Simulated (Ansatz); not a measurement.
# GaH₁₈N₃Si₆: a ladder of functionals and wavefunction methods

One table from this session's results is given with a row withheld; the runs are named, their logs left out.

Computed with Ansatz 0.2.0, Gaussian basis. Level: functionals in def2-TZVPP, the program's frozen cores in correlated methods.

Plan: LDA (SPW92), PBE-D4, revPBE-D4, BLYP-D4, r2SCAN-D4, B97M-V, PBE0-D4, B3LYP-D4, r2SCANh-D4, r2SCAN0-D4, HSE06-D4, BHLYP-D4, CAM-B3LYP-D4, LC-ωPBE, ωB97X-V, ωB97M-V, B2PLYP, PBE-QIDH; CCSD(T)/def2-SVP; CCSD(T)/def2-TZVPP; MP2/def2-QZVPP; extrapolation to the limit; RPA on PBE.

**Structure used throughout**

All runs share one geometry, relaxed beforehand with PBE0-D4 in a triple-zeta def2 set.

SMILES `[SiH3][N]([SiH3])[Ga]([N]([SiH3])[SiH3])[N]([SiH3])[SiH3]`, 28 atoms, charge 0, spin multiplicity 1.

Atoms are counted from 1 here; the program's logs count them from 0.

Bond lengths: Si1–N2 1.734 Å, Si1–H11 1.489 Å, Si1–H12 1.487 Å, Si1–H13 1.488 Å, N2–Si3 1.732 Å, N2–Ga4 1.844 Å, Si3–H14 1.489 Å, Si3–H15 1.488 Å, Si3–H16 1.487 Å, Ga4–N5 1.840 Å, Ga4–N8 1.844 Å, N5–Si6 1.735 Å, N5–Si7 1.735 Å, Si6–H17 1.487 Å, Si6–H18 1.486 Å, Si6–H19 1.489 Å, Si7–H20 1.489 Å, Si7–H21 1.487 Å and more. Angles: N2–Si1–H11 109.0°, N2–Si1–H12 109.2°, N2–Si1–H13 112.6°, H11–Si1–H12 109.6°, H11–Si1–H13 108.0°, H12–Si1–H13 108.4°, Si1–N2–Si3 119.0°, Si1–N2–Ga4 120.2°, Si3–N2–Ga4 120.9°, N2–Si3–H14 110.3°, N2–Si3–H15 108.6°, N2–Si3–H16 112.2°, H14–Si3–H15 108.8°, H14–Si3–H16 107.8°, H15–Si3–H16 109.1°, N2–Ga4–N5 120.7°, N2–Ga4–N8 118.5°, N5–Ga4–N8 120.8° and more.

Set-up of the first run:

File in.yaml:

```yaml
crystal:
  periodic: [false, false, false]
  atoms:
    - {symbol: Si, position_ang: [-0.280223, -2.582206, -1.662551]}
    - {symbol: N, position_ang: [-0.760375, -1.644089, -0.285838]}
    - {symbol: Si, position_ang: [-1.938276, -2.296360, 0.803944]}
    - {symbol: Ga, position_ang: [-0.013947, 0.015876, 0.010169]}
    - {symbol: N, position_ang: [-1.002480, 1.368039, 0.771479]}
    - {symbol: Si, position_ang: [-2.735936, 1.355758, 0.698349]}
    - {symbol: Si, position_ang: [-0.228966, 2.690491, 1.585674]}
    - {symbol: N, position_ang: [1.744108, 0.289082, -0.472893]}
    - {symbol: Si, position_ang: [2.886833, -1.011526, -0.376214]}
    - {symbol: Si, position_ang: [2.283061, 1.832769, -1.045234]}
    - {symbol: H, position_ang: [-1.470225, -3.294873, -2.203291]}
    - {symbol: H, position_ang: [0.273523, -1.675909, -2.703089]}
    - {symbol: H, position_ang: [0.751687, -3.600418, -1.327478]}
    - {symbol: H, position_ang: [-1.499068, -3.629164, 1.302852]}
    - {symbol: H, position_ang: [-2.076401, -1.373298, 1.962559]}
    - {symbol: H, position_ang: [-3.266144, -2.468393, 0.157190]}
    - {symbol: H, position_ang: [-3.349592, 1.117667, 2.031867]}
    - {symbol: H, position_ang: [-3.176833, 0.288457, -0.237294]}
    - {symbol: H, position_ang: [-3.224602, 2.671650, 0.200941]}
    - {symbol: H, position_ang: [-0.844737, 2.879203, 2.928440]}
    - {symbol: H, position_ang: [-0.370611, 3.967687, 0.837206]}
    - {symbol: H, position_ang: [1.215453, 2.382406, 1.752423]}
    - {symbol: H, position_ang: [2.410301, -2.010980, 0.616025]}
    - {symbol: H, position_ang: [4.203441, -0.467186, 0.055645]}
    - {symbol: H, position_ang: [3.079957, -1.699718, -1.681129]}
    - {symbol: H, position_ang: [2.937533, 1.689714, -2.375448]}
    - {symbol: H, position_ang: [3.263624, 2.462957, -0.121978]}
    - {symbol: H, position_ang: [1.102298, 2.726863, -1.185923]}
basis:
  gaussian: {orbitals: def2-TZVPP}
hamiltonian: {xc: lda}
output: {orbitals: {seedname: orbitals}}
```

Among the steps run: LDA; PBE-D4 (GGA); revPBE-D4 (GGA); BLYP-D4 (GGA); r2SCAN-D4 (meta-GGA); B97M-V (meta-GGA); PBE0-D4 (hybrid); B3LYP-D4 (hybrid); r2SCANh-D4 (hybrid); r2SCAN0-D4 (hybrid); HSE06-D4 (hybrid); BHLYP-D4 (hybrid); CAM-B3LYP-D4 (range-separated); LC-ωPBE (range-separated); ωB97X-V (range-separated); ωB97M-V (range-separated); B2PLYP (double hybrid); PBE-QIDH (double hybrid).

One table of the session follows, with a row left open; its other results are not shown here.

It belongs to the step «Frontier levels by functional». 

| functional | HOMO (eV) | gap (eV) |
| --- | --- | --- |
| LDA (SPW92) | -6.53 | 4.13 |
| PBE-D4 | -6.44 | 4.31 |
| revPBE-D4 | -6.39 | 4.40 |
| BLYP-D4 | -6.29 | 4.34 |
| r2SCAN-D4 | -6.73 | 4.84 |
| B97M-V | ? | ? |
| PBE0-D4 | -7.70 | 6.45 |
| B3LYP-D4 | -7.47 | 6.04 |
| r2SCANh-D4 | -7.20 | 5.62 |
| r2SCAN0-D4 | -7.91 | 6.78 |
| HSE06-D4 | -7.31 | 5.69 |
| BHLYP-D4 | -8.89 | 8.59 |
| CAM-B3LYP-D4 | -9.02 | 8.82 |
| LC-ωPBE | -10.38 | 11.34 |
| ωB97X-V | -10.05 | 10.79 |
| ωB97M-V | -9.96 | 10.41 |

**Question.** Estimate the row for B97M-V.

**Answer.** HOMO (eV): -6.93; gap (eV): 4.77. In the column «HOMO (eV)» it lies between r2SCANh-D4 (-7.20) and r2SCAN-D4 (-6.73).
